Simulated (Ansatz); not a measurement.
# FGaH2SSe: ionisation energy by level of theory

An exercise on one series of results from a longer session: the logs are not shown, and one member is left open.

The runs use Ansatz 0.2.0, Gaussian basis; unrestricted cation, the program's frozen cores in correlated methods.

Plan: UKS PBE-D4/def2-TZVPP; UKS r2SCAN-D4/def2-TZVPP; UKS PBE0-D4/def2-TZVPP; UKS B3LYP-D4/def2-TZVPP; UKS wB97X-V/def2-TZVPP; UKS wB97M-V/def2-TZVPP; UKS B2PLYP/def2-TZVPP; UHF-CCSD(T)/def2-TZVPP; UHF-MP2/def2-QZVPP; extrapolation to the limit; then −ε(HOMO) from the neutral's earlier runs with LDA (SPW92), PBE-D4, revPBE-D4, BLYP-D4, r2SCAN-D4, B97M-V, PBE0-D4, B3LYP-D4, r2SCANh-D4, r2SCAN0-D4, HSE06-D4, BHLYP-D4, CAM-B3LYP-D4, LC-ωPBE, ωB97X-V, ωB97M-V.

## The relaxed structure

All runs share one geometry, relaxed beforehand with PBE0-D4 in a triple-zeta def2 set.

6 atoms, charge 0, spin multiplicity 1.

Atoms are counted from 1 here; the program's logs count them from 0.

Bond lengths: F1–Ga2 1.752 Å, Ga2–S3 2.184 Å, Ga2–Se4 2.303 Å, S3–H5 1.345 Å, Se4–H6 1.470 Å. Angles: F1–Ga2–S3 116.2°, F1–Ga2–Se4 116.0°, S3–Ga2–Se4 127.9°, Ga2–S3–H5 91.7°, Ga2–Se4–H6 91.0°.

Set-up of the first run:

in.yaml

```yaml
crystal:
  periodic: [false, false, false]
  atoms:
    - {symbol: F, position_ang: [-0.000578, -1.900999, 1.000134]}
    - {symbol: Ga, position_ang: [-0.133940, -0.336852, 0.221739]}
    - {symbol: S, position_ang: [1.666913, 0.403666, -0.767770]}
    - {symbol: Se, position_ang: [-2.190510, 0.689300, 0.367361]}
    - {symbol: H, position_ang: [2.358196, -0.696405, -0.418922]}
    - {symbol: H, position_ang: [-1.700070, 1.841292, -0.402531]}
basis:
  gaussian: {orbitals: def2-TZVPP}
total_charge: 1
magnetization: {spin_polarized: true, initial_magnetization: 1}
hamiltonian: {xc: pbe, dispersion: d4}
```

Started as:

```console
ansatz run in.yaml --threads 2 --pin off --events-out ev --progress --plain --max-ram 32768MiB --backend cpu
```

Among the steps run: Cation, UKS PBE-D4/def2-TZVPP; Cation, UKS r2SCAN-D4/def2-TZVPP; Cation, UKS PBE0-D4/def2-TZVPP; Cation, UKS B3LYP-D4/def2-TZVPP; Cation, UKS wB97X-V/def2-TZVPP; Cation, UKS wB97M-V/def2-TZVPP; Cation, UKS B2PLYP (frozen core)/def2-TZVPP; Cation, UHF-CCSD(T)/def2-TZVPP; Cation, UHF-MP2/def2-QZVPP.

One table of the session follows, with a row left open; its other results are not shown here.

For comparison, −ε(HOMO) of the neutral from earlier runs:

| functional | −ε(HOMO) (eV) |
| --- | --- |
| LDA (SPW92) | 6.67 |
| PBE-D4 | 6.51 |
| revPBE-D4 | 6.45 |
| BLYP-D4 | 6.33 |
| r2SCAN-D4 | ? |
| B97M-V | 6.84 |
| PBE0-D4 | 7.68 |
| B3LYP-D4 | 7.43 |
| r2SCANh-D4 | 7.23 |
| r2SCAN0-D4 | 7.87 |
| HSE06-D4 | 7.28 |
| BHLYP-D4 | 8.67 |
| CAM-B3LYP-D4 | 8.94 |
| LC-ωPBE | 10.32 |
| ωB97X-V | 9.96 |
| ωB97M-V | 9.81 |

Estimate the missing values for r2SCAN-D4.

Worked estimate for «−ε(HOMO) (eV)». Against the share of exact exchange, r2SCANh-D4 (0.1, 7.23), r2SCAN0-D4 (0.25, 7.87) give a slope of 4.27 per unit share; at 0 the line stands at 6.80.

The run gave: −ε(HOMO) (eV): 6.81. In «−ε(HOMO) (eV)» the line misses by -0.01.
